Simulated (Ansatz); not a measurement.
**C3H9ClSi: geometry optimisation from a Python script**

What geometry does C3H9ClSi take? Wanted for C3H9ClSi: a geometry optimisation.

All numbers are computed with the Python package of Ansatz 0.2.0. Level of theory: PBE0/def2-SVP.

## 1. The structure

Bond lengths: C1–C2 1.463 Å, C2–Si3 1.876 Å, Si3–C4 1.785 Å, C4–Cl5 1.747 Å, C1–H6 1.141 Å, C1–H7 1.074 Å, C1–H8 1.126 Å, C2–H9 1.136 Å, C2–H10 1.088 Å, Si3–H11 1.505 Å, Si3–H12 1.482 Å, C4–H13 1.215 Å, C4–H14 1.084 Å. Angles (14 of 24 angles, heavy atoms first): C1–C2–Si3 114.5°, C2–Si3–C4 114.2°, Si3–C4–Cl5 114.1°, C1–C2–H9 106.6°, C1–C2–H10 110.0°, Si3–C2–H9 110.3°, Si3–C2–H10 109.9°, C2–C1–H6 112.3°, C2–C1–H7 115.1°, C2–C1–H8 111.4°, C2–Si3–H11 107.4°, C2–Si3–H12 107.5°, C4–Si3–H11 109.7°, C4–Si3–H12 113.5°.

The script reads c3h9clsi.xyz:

```xyz
14

C    -0.76110    1.17090    1.11900
C     0.57700    0.67070    0.80220
Si    0.60040   -0.99920   -0.05150
C    -0.19290   -1.01500   -1.65070
Cl    0.46840    0.13450   -2.78760
H    -0.73400    2.20170    1.60820
H    -1.34130    0.54170    1.76750
H    -1.35510    1.37440    0.18480
H     1.14520    0.61970    1.78450
H     1.11490    1.40060    0.20090
H     2.04100   -1.41110   -0.19540
H     0.03990   -1.99130    0.89530
H    -1.36880   -0.72800   -1.54590
H    -0.24670   -1.99880   -2.10270
```

## 2. The script

Contents of c3h9clsi.py:

```python
import itertools

import ansatz as az
from ase.data import atomic_numbers, covalent_radii
import numpy as np

c3h9clsi = az.Crystal.molecule_from_extxyz("c3h9clsi.xyz")

base = c3h9clsi.calculation().basis(gaussian="def2-SVP").functional("pbe0")
symbols = [site.symbol for site in c3h9clsi.cartesian_sites]
start = np.array([site.position_ang for site in c3h9clsi.cartesian_sites], dtype=float)
def progress(event):
    if event["event"] == "relax_step":
        row = event["data"]
        print(f"step {row['step']:3d}  E = {row['lagrangian_ev']:.6f} eV  largest force component {row['allowed_force_max_ev_ang']:.4f} eV/A")


report = base.relax(force_tolerance=0.02).session().plan().execute(on_event=progress).report
end = np.array(report["positions_ang"])

print(f"E = {report['free_energy_ev']:.6f} eV = {report['free_energy_ev'] / 27.211386246:.7f} Ha")
print("converged:", report["converged"], " doubts:", report["published_state_doubts"] or "none")

radius = [covalent_radii[atomic_numbers[s]] for s in symbols]
span = lambda where, i, j: np.linalg.norm(where[i] - where[j])
bonded = [(i, j) for i, j in itertools.combinations(range(len(symbols)), 2) if min(span(start, i, j), span(end, i, j)) < 1.2 * (radius[i] + radius[j])]
print("pair        before    after (A)")
for i, j in bonded:
    print(f"{symbols[i]}{i}-{symbols[j]}{j}".ljust(10), f"{span(start, i, j):8.4f} {span(end, i, j):8.4f}")
for first, second in list(itertools.combinations(bonded, 2)):
    shared = set(first) & set(second)
    if shared and symbols[(j := shared.pop())] != "H":
        i, k = sorted((set(first) | set(second)) - {j})
        u, v = end[i] - end[j], end[k] - end[j]
        angle = np.degrees(np.arccos(np.clip(u @ v / np.linalg.norm(u) / np.linalg.norm(v), -1, 1)))
        print(f"final angle {symbols[i]}{i}-{symbols[j]}{j}-{symbols[k]}{k}: {angle:.2f} deg")
```

## 3. What the engine is handed

The engine receives this input:

```yaml
crystal:
  periodic: [false, false, false]
  atoms:
    - { symbol: C, position_ang: [-0.7611, 1.1709, 1.119] }
    - { symbol: C, position_ang: [0.577, 0.6707, 0.8022] }
    - { symbol: Si, position_ang: [0.6004, -0.9992, -0.0515] }
    - { symbol: C, position_ang: [-0.1929, -1.015, -1.6507] }
    - { symbol: Cl, position_ang: [0.4684, 0.1345, -2.7876] }
    - { symbol: H, position_ang: [-0.734, 2.2017, 1.6082] }
    - { symbol: H, position_ang: [-1.3413, 0.5417, 1.7675] }
    - { symbol: H, position_ang: [-1.3551, 1.3744, 0.1848] }
    - { symbol: H, position_ang: [1.1452, 0.6197, 1.7845] }
    - { symbol: H, position_ang: [1.1149, 1.4006, 0.2009] }
    - { symbol: H, position_ang: [2.041, -1.4111, -0.1954] }
    - { symbol: H, position_ang: [0.0399, -1.9913, 0.8953] }
    - { symbol: H, position_ang: [-1.3688, -0.728, -1.5459] }
    - { symbol: H, position_ang: [-0.2467, -1.9988, -2.1027] }
basis:
  gaussian:
    orbitals: def2-SVP
hamiltonian:
  xc: pbe0
relax:
  f_tol: 0.02
```

## 4. Running it

On the command line:

```bash
$ python c3h9clsi.py
```

Log:

```text
step   1  E = -23637.660084 eV  largest force component 4.5909 eV/A
step   2  E = -23638.144135 eV  largest force component 1.7877 eV/A
step   3  E = -23638.221798 eV  largest force component 0.3931 eV/A
step   4  E = -23638.228721 eV  largest force component 0.0961 eV/A
step   5  E = -23638.229889 eV  largest force component 0.0401 eV/A
step   6  E = -23638.230321 eV  largest force component 0.0193 eV/A
step   7  E = -23638.230631 eV  largest force component 0.0264 eV/A
step   8  E = -23638.230910 eV  largest force component 0.0245 eV/A
step   9  E = -23638.230984 eV  largest force component 0.0153 eV/A
E = -23638.231013 eV = -868.6889672 Ha
converged: True  doubts: none
pair        before    after (A)
C0-C1        1.4632   1.5268
C0-H5        1.1413   1.1014
C0-H6        1.0738   1.1025
C0-H7        1.1256   1.1020
C1-Si2       1.8756   1.8822
C1-H8        1.1359   1.1043
C1-H9        1.0880   1.1035
Si2-C3       1.7852   1.8989
Si2-H10      1.5052   1.4950
Si2-H11      1.4815   1.5004
C3-Cl4       1.7468   1.7959
C3-H12       1.2149   1.1001
C3-H13       1.0840   1.0999
final angle C1-C0-H5: 111.56 deg
final angle C1-C0-H6: 112.03 deg
final angle C1-C0-H7: 111.14 deg
final angle C0-C1-Si2: 114.57 deg
final angle C0-C1-H8: 110.91 deg
final angle C0-C1-H9: 110.34 deg
final angle H5-C0-H6: 107.20 deg
final angle H5-C0-H7: 107.00 deg
final angle H6-C0-H7: 107.64 deg
final angle Si2-C1-H8: 107.49 deg
final angle Si2-C1-H9: 107.12 deg
final angle C1-Si2-C3: 110.65 deg
final angle C1-Si2-H10: 110.87 deg
final angle C1-Si2-H11: 111.09 deg
final angle H8-C1-H9: 105.98 deg
final angle C3-Si2-H10: 108.64 deg
final angle C3-Si2-H11: 106.76 deg
final angle Si2-C3-Cl4: 110.08 deg
final angle Si2-C3-H12: 111.75 deg
final angle Si2-C3-H13: 111.91 deg
final angle H10-Si2-H11: 108.70 deg
final angle Cl4-C3-H12: 107.48 deg
final angle Cl4-C3-H13: 107.67 deg
final angle H12-C3-H13: 107.75 deg
```

Run time: 71 s. Hardware: 1 thread of Arm Neoverse V1, shared host; peak memory 0.38 GiB.

Lines on the test bed's own set-up are left out of the output.

## 5. What the engine kept of the run

The report of the run holds:

```tsv
item	value
SCF cycles in all	74
orbitals	123
total energy (eV)	-23638.23101
```

## 6. How the relaxation went

The steps of the relaxation:

```csv
step,E - E(step 1) (eV),largest force component (eV/Å)
1,0.0000,4.5909
2,-0.4841,1.7877
3,-0.5617,0.3931
4,-0.5686,0.0961
5,-0.5698,0.0401
6,-0.5702,0.0193
7,-0.5705,0.0264
8,-0.5708,0.0245
9,-0.5709,0.0153
```

Step 1 is the start.

Before: Bond lengths: C1–C2 1.463 Å, C2–Si3 1.876 Å, Si3–C4 1.785 Å, C4–Cl5 1.747 Å, C1–H6 1.141 Å, C1–H7 1.074 Å, C1–H8 1.126 Å, C2–H9 1.136 Å, C2–H10 1.088 Å, Si3–H11 1.505 Å, Si3–H12 1.482 Å, C4–H13 1.215 Å, C4–H14 1.084 Å. Angles (14 of 24 angles, heavy atoms first): C1–C2–Si3 114.5°, C2–Si3–C4 114.2°, Si3–C4–Cl5 114.1°, C1–C2–H9 106.6°, C1–C2–H10 110.0°, Si3–C2–H9 110.3°, Si3–C2–H10 109.9°, C2–C1–H6 112.3°, C2–C1–H7 115.1°, C2–C1–H8 111.4°, C2–Si3–H11 107.4°, C2–Si3–H12 107.5°, C4–Si3–H11 109.7°, C4–Si3–H12 113.5°.

After: Bond lengths: C1–C2 1.527 Å, C2–Si3 1.882 Å, Si3–C4 1.899 Å, C4–Cl5 1.796 Å, C1–H6 1.101 Å, C1–H7 1.102 Å, C1–H8 1.102 Å, C2–H9 1.104 Å, C2–H10 1.104 Å, Si3–H11 1.495 Å, Si3–H12 1.500 Å, C4–H13 1.100 Å, C4–H14 1.100 Å. Angles (14 of 24 angles, heavy atoms first): C1–C2–Si3 114.6°, C2–Si3–C4 110.6°, Si3–C4–Cl5 110.1°, C1–C2–H9 110.9°, C1–C2–H10 110.3°, Si3–C2–H9 107.5°, Si3–C2–H10 107.1°, C2–C1–H6 111.6°, C2–C1–H7 112.0°, C2–C1–H8 111.1°, C2–Si3–H11 110.9°, C2–Si3–H12 111.1°, C4–Si3–H11 108.6°, C4–Si3–H12 106.8°.

## 7. Summary of results

| quantity | value |
| --- | --- |
| total energy | -23638.2310 eV |
| dipole moment | 1.36 D |
| moves of the relaxation | 8 |
| energy gained | 0.571 eV |
| last largest force component | 0.0153 eV/Å |

**Reading.** The relaxation took 8 moves; the largest shift is 0.307 Å, of atom 5 (Cl). The end point is the stationary point reached from this start; no frequency run checks that it is a minimum, and the basis set is modest.
